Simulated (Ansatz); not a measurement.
A nudged elastic band was laid between two geometries of a periodic cell of 13 atoms, Ti12H (host Ti, host structure hcp, interstitial H).

Level of theory: Ansatz, DFT PBE-D3(BJ), scalar-relativistic, plane waves, PAW. Settings: cutoff 420 eV, k mesh 3x2x4, gaussian smearing 0.05 eV, no spin polarisation.

- movable images: 3
- climbing image: yes
- spring: 1.0 eV/Å²
- optimiser: quadratic models (default)
- start path: IDPP
- force threshold: 0.05 eV/Å
- iteration limit: 80
- end points: relaxed

Image 0:

```xyz
13
Lattice="5.9000 0.0000 0.0000 -4.4250 7.6643 0.0000 0.0000 0.0000 4.6846" Properties=species:S:1:pos:R:3
Ti 0.004 0.002 -0.022
Ti -0.004 1.679 2.340
Ti -1.433 2.538 -0.006
Ti -1.444 4.279 2.362
Ti -2.951 5.142 0.021
Ti -2.951 6.820 2.357
Ti 2.948 -0.005 -0.015
Ti 2.948 1.672 2.321
Ti 1.441 2.535 -0.021
Ti 1.431 4.276 2.346
Ti 0.001 5.136 0.001
Ti -0.008 6.812 2.364
H 2.946 3.409 1.170
```

Image 4:

Only the atoms that move by more than 0.05 Å are listed.
```
H13 2.951 3.409 3.518
```

**Question.** What changes between the two ends?

**Answer.** The atom that moves furthest is H13, by 2.35 Å.

**Question.** What energy profile does the band end with?

**Answer.** The run converged. The highest image is number 2 of 0 to 4, 0.54 eV above the ends, which have the same energy within 2 meV. By the program's own check the climbing image is of a kind that is not told: the force calls were inconclusive, a negative curvature could not be distinguished from the path's own, the only one lies far off the path, or fixed occupations may fill a level only in part (lowest curvatures found: -1.54 and 1.12 eV/Å²). Limits of this set-up: coarse k mesh, odd electron count without spin.

| image | path coordinate (Å) | energy (eV) |
| --- | --- | --- |
| 0 | 0.00 | 0.00 |
| 1 | 0.57 | 0.32 |
| 2 | 1.14 | 0.54 |
| 3 | 1.71 | 0.32 |
| 4 | 2.28 | 0.00 |

**Question.** What is the geometry of the highest image?

**Answer.** 
```xyz
13
Lattice="5.9000 0.0000 0.0000 -4.4250 7.6643 0.0000 0.0000 0.0000 4.6846" Properties=species:S:1:pos:R:3
Ti -0.001 0.016 0.001
Ti 0.002 1.674 2.343
Ti -1.392 2.518 0.001
Ti -1.445 4.293 2.343
Ti -2.954 5.196 0.001
Ti -2.962 6.831 2.343
Ti 2.944 -0.013 0.001
Ti 2.963 1.647 2.343
Ti 1.406 2.508 0.001
Ti 1.427 4.278 2.343
Ti 0.001 5.135 0.001
Ti 0.005 6.814 2.343
H 2.948 3.402 2.343
```

Time of the run: 77 s on 4 threads of AMD EPYC 9R45 96-Core Processor (Zen 5), with other jobs on the host, peak memory 1.6 GiB.
